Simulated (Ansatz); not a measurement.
**Cl₂H₃NSn: small, medium and large basis sets**

One table from this session's results is given with a row withheld; the runs are named, their logs left out.

Program: Ansatz 0.2.0, Gaussian basis. Level of theory: one geometry, several basis sets. These are calculated values, not measurements.

Levels to be run: PBE0-D4/def2-SVP; ωB97M-V/def2-SVP; PBE0-D4/def2-QZVPP; ωB97M-V/def2-QZVPP; the functionals' def2-TZVPP values are taken from earlier runs.

### The geometry

All runs share one geometry, relaxed beforehand with PBE0-D4 in a triple-zeta def2 set. Sn takes the def2 core potential; no spin-orbit term is included.

SMILES `[NH2][SnH]([Cl])[Cl]`, 7 atoms, charge 0, spin multiplicity 1.

Atoms are counted from 1 here; the program's logs count them from 0.

Bond lengths: N1–Sn2 2.000 Å, N1–H5 1.012 Å, N1–H6 1.012 Å, Sn2–Cl3 2.312 Å, Sn2–Cl4 2.312 Å, Sn2–H7 1.701 Å. Angles: Sn2–N1–H5 114.2°, Sn2–N1–H6 114.1°, H5–N1–H6 109.1°, N1–Sn2–Cl3 104.8°, N1–Sn2–Cl4 104.7°, N1–Sn2–H7 121.9°, Cl3–Sn2–Cl4 109.6°, Cl3–Sn2–H7 107.7°, Cl4–Sn2–H7 107.8°.

Set-up of the first run:

Contents of in.yaml:

```yaml
crystal:
  periodic: [false, false, false]
  atoms:
    - {symbol: N, position_ang: [-0.710587, 1.087626, 0.147927]}
    - {symbol: Sn, position_ang: [0.396999, -0.559454, -0.094331]}
    - {symbol: Cl, position_ang: [0.725155, -1.370441, 2.045555]}
    - {symbol: Cl, position_ang: [-0.960976, -2.010480, -1.275399]}
    - {symbol: H, position_ang: [-0.273610, 1.800360, 0.717764]}
    - {symbol: H, position_ang: [-1.026881, 1.503464, -0.718562]}
    - {symbol: H, position_ang: [1.911000, -0.518975, -0.868754]}
basis:
  gaussian: {orbitals: def2-SVP}
hamiltonian: {xc: pbe0, dispersion: d4}
output: {orbitals: {seedname: orbitals}}
```

Steps of the session up to this table: PBE0-D4 in def2-SVP; ωB97M-V in def2-SVP; PBE0-D4 in def2-QZVPP; ωB97M-V in def2-QZVPP.

One table of the session follows, with a row left open; its other results are not shown here.

It belongs to the step «Functionals by basis». 

| functional | basis | HOMO (eV) |
| --- | --- | --- |
| PBE0-D4 | def2-SVP | -7.88 |
| PBE0-D4 | def2-TZVPP | -8.11 |
| PBE0-D4 | def2-QZVPP | -8.15 |
| ωB97M-V | def2-SVP | ? |
| ωB97M-V | def2-TZVPP | -10.45 |
| ωB97M-V | def2-QZVPP | -10.50 |

Q: Estimate the row for ωB97M-V, def2-SVP from the others.

**Answer.** HOMO (eV): -10.19. In the column «HOMO (eV)» it lies between ωB97M-V, def2-TZVPP (-10.45) and PBE0-D4, def2-QZVPP (-8.15).
